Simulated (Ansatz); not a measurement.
# AlSnH4: the cost of one run

Program: Ansatz 0.2.0. Level of theory: DFT PBE, scalar-relativistic, plane waves, PAW. These are calculated values, not measurements.

### Step 1. Starting point

The structure is tetragonal, space group P4/mmm (No. 123). Conventional cell: a = 4.056 Å, b = 4.056 Å, c = 6.487 Å, α = 90.00°, β = 90.00°, γ = 90.00°. Around Al (site symmetry 4/mmm) lie 6 H at 2.03 to 2.05 Å. Sn (site symmetry 4/mmm) is surrounded by 8 H at 3.11 Å. H (site symmetry 4mm) is surrounded by 1 Al at 2.05 Å. Around H (site symmetry mmm) lie 2 Al at 2.03 Å.

As a file:

```cif
data_structure
_symmetry_space_group_name_H-M 'P4/mmm'
_symmetry_Int_Tables_number 123
_cell_length_a 4.0561
_cell_length_b 4.0561
_cell_length_c 6.4865
_cell_angle_alpha 90.000
_cell_angle_beta 90.000
_cell_angle_gamma 90.000
_cell_volume 106.71
loop_
_atom_site_label
_atom_site_type_symbol
_atom_site_symmetry_multiplicity
_atom_site_Wyckoff_symbol
_atom_site_fract_x
_atom_site_fract_y
_atom_site_fract_z
_atom_site_occupancy
Al1 Al 1 a 0.00000 0.00000 0.00000 1
Sn1 Sn 1 d 0.50000 0.50000 0.50000 1
H1 H 2 g 0.00000 0.00000 0.68419 1
H2 H 2 f 0.50000 0.00000 0.00000 1
```

The cell is invented: perovskite family, Dion-Jacobson layers, n = 1 (P4/mmm, No. 123). The dimensions are guesses.

### Step 2. The guess as it stands, on a coarse mesh

File input.yaml:

```yaml
crystal:
  lattice:
    - [4.05608182, 0.0, 0.0]
    - [0.0, 4.05608182, 0.0]
    - [0.0, 0.0, 6.48650179]
  atoms:
    - { symbol: Al, position: [0.0, 0.0, 0.0] }
    - { symbol: Sn, position: [0.5, 0.5, 0.5] }
    - { symbol: H, position: [0.0, 0.0, 0.68418629] }
    - { symbol: H, position: [0.5, 0.0, 0.0] }
    - { symbol: H, position: [0.0, 0.5, 0.0] }
    - { symbol: H, position: [0.0, 0.0, 0.31581371] }
basis:
  ecutwfc: 420
kpoints:
  mp_grid: { grid: [4, 4, 4] }
hamiltonian:
  xc: pbe
scf:
  occupations: { method: gaussian, width: 0.1 }
  lower_state_search: "off"
output:
  forces: true
  stress: true
  eigenvalues: true
```

Run with:

```console
ansatz run input.yaml --threads 1 --pin off --max-ram 2048MiB --backend cpu --events-out ev --progress --plain --runs-dir out
```

**Question.** How long does this run take on 1 thread of AMD EPYC 7R43 (Zen 3), shared host, and how much memory does it need?

About 2.6 s, with a peak of 0.4 GiB.
